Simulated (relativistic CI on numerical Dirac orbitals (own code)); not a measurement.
# Nb: one ion under different settings

How much do the settings matter for Nb? One ion, several inputs.

Method: Dirac-Coulomb-Breit CI, KLI orbitals optimised for each configuration, model QED (radiative potential, 1s self-energy scaled to tabulated hydrogen-like ionisation energies), numerical settings as typed. Code: relativistic CI on numerical Dirac orbitals (own code) version 3.

### Step 1. Starting point

```
ion            : Nb (Nb I)
nuclear charge : 41
electrons      : 41
isotope        : A = 93
```

### Step 2. The usual input

Settings of the run:

```ini
atom Nb  Z=41  charge=0  electrons=41
nucleus A=93  rms_radius_fm=4.3240
hamiltonian dirac-coulomb  breit=on  qed=on  c_scale=1
orbitals kli  potential=per-configuration
slater_scale 1
correlation none
mixing on
grid step=0.0125 r_max=201.2
scf mixing=0.4 start=green max_iterations=150 tolerance=2e-08 node_fill=0.05
configurations
  [Kr] 4d4 5s
  [Kr] 4d3 5s2
  [Kr] 4d4 5p
  [Kr] 4d5
  [Kr] 4d2 5s2 5p
end
```

Launch:

```console
$ python run_levels.py task.json out
```

The settings of every run stand in task.json; they run in order.

### Step 3. Speed-of-light factor 2, tolerance 1e-06, end of the grid 140.84

Settings of the run:

```ini
atom Nb  Z=41  charge=0  electrons=41
nucleus A=93  rms_radius_fm=4.3240
hamiltonian dirac-coulomb  breit=on  qed=on  c_scale=2
orbitals kli  potential=per-configuration
slater_scale 1
correlation none
mixing on
grid step=0.0125 r_max=140.84
scf mixing=0.4 start=green max_iterations=150 tolerance=1e-06 node_fill=0.05
configurations
  [Kr] 4d4 5s
  [Kr] 4d3 5s2
  [Kr] 4d4 5p
  [Kr] 4d5
  [Kr] 4d2 5s2 5p
end
```

### Step 4. Breit term off, potential mixing 0.1, QED terms off

Settings of the run:

```ini
atom Nb  Z=41  charge=0  electrons=41
nucleus A=93  rms_radius_fm=4.3240
hamiltonian dirac-coulomb  breit=off  qed=off  c_scale=1
orbitals kli  potential=per-configuration
slater_scale 1
correlation none
mixing on
grid step=0.0125 r_max=201.2
scf mixing=0.1 start=green max_iterations=150 tolerance=2e-08 node_fill=0.05
configurations
  [Kr] 4d4 5s
  [Kr] 4d3 5s2
  [Kr] 4d4 5p
  [Kr] 4d5
  [Kr] 4d2 5s2 5p
end
```

### Step 5. Slater scale 1.2

Settings of the run:

```ini
atom Nb  Z=41  charge=0  electrons=41
nucleus A=93  rms_radius_fm=4.3240
hamiltonian dirac-coulomb  breit=on  qed=on  c_scale=1
orbitals kli  potential=per-configuration
slater_scale 1.2
correlation none
mixing on
grid step=0.0125 r_max=201.2
scf mixing=0.4 start=green max_iterations=150 tolerance=2e-08 node_fill=0.05
configurations
  [Kr] 4d4 5s
  [Kr] 4d3 5s2
  [Kr] 4d4 5p
  [Kr] 4d5
  [Kr] 4d2 5s2 5p
end
```

### Step 6. Speed-of-light factor 10

The settings differ from step 5 so:

```diff
@@ -2,5 +2,5 @@
 nucleus A=93  rms_radius_fm=4.3240
-hamiltonian dirac-coulomb  breit=on  qed=on  c_scale=1
+hamiltonian dirac-coulomb  breit=on  qed=on  c_scale=10
 orbitals kli  potential=per-configuration
-slater_scale 1.2
+slater_scale 1
 correlation none
```

### Step 7. Speed-of-light factor 0.4

Settings of the run:

```ini
atom Nb  Z=41  charge=0  electrons=41
nucleus A=93  rms_radius_fm=4.3240
hamiltonian dirac-coulomb  breit=on  qed=on  c_scale=0.4
orbitals kli  potential=per-configuration
slater_scale 1
correlation none
mixing on
grid step=0.0125 r_max=201.2
scf mixing=0.4 start=green max_iterations=97 tolerance=2e-08 node_fill=0.05
configurations
  [Kr] 4d4 5s
  [Kr] 4d3 5s2
  [Kr] 4d4 5p
  [Kr] 4d5
  [Kr] 4d2 5s2 5p
end
```

(Steps that only read results are left out.)

What does the calculation give? Wanted: lowest level, usual settings; total energy; first excitation.

The runs gave:

| setting | total energy less usual (Ha) | largest shift of a level among the lowest eight of both runs, same label and place (cm⁻¹) | SCF iterations | time | lowest level | kind of change |
| --- | --- | --- | --- | --- | --- | --- |
| usual | 0 | 0 | 66 | 0.46 s | 4d4 5s 6D1/2 | - |
| speed-of-light factor 2, tolerance 1e-06, end of the grid 140.84 | 47 | 2600 | 53 | 0.42 s | 4d4 5s 6D1/2 | unphysical constant |
| Breit term off, potential mixing 0.1, QED terms off | -3.72 | 131 | 79 | 0.43 s | 4d4 5s 6D1/2 | model term |
| Slater scale 1.2 | -0.0214 | 1580 | 66 | 0.45 s | 4d4 5s 6D1/2 | model term |
| speed-of-light factor 10 | 61.4 | 3380 | 66 | 0.46 s | 4d4 5s 6D1/2 | unphysical constant |
| speed-of-light factor 0.4 | -463 | - | 63 | 0.45 s | 4d2 5s2 5p 4G°5/2 | unsound |

| quantity | value |
| --- | --- |
| lowest level, usual settings | 4d4 5s 6D1/2 |
| total energy | -3814.5136 Ha |
| first excitation | 130.6 cm⁻¹ |

In words: The lowest level changes under «speed-of-light factor 0.4». Among the runs whose levels can be followed, they move most under «speed-of-light factor 10» (unphysical constant), by up to 3380 cm⁻¹. Only the listed configurations are in the model. Near neutrality, missing correlation can shift configurations against each other by thousands of cm⁻¹.
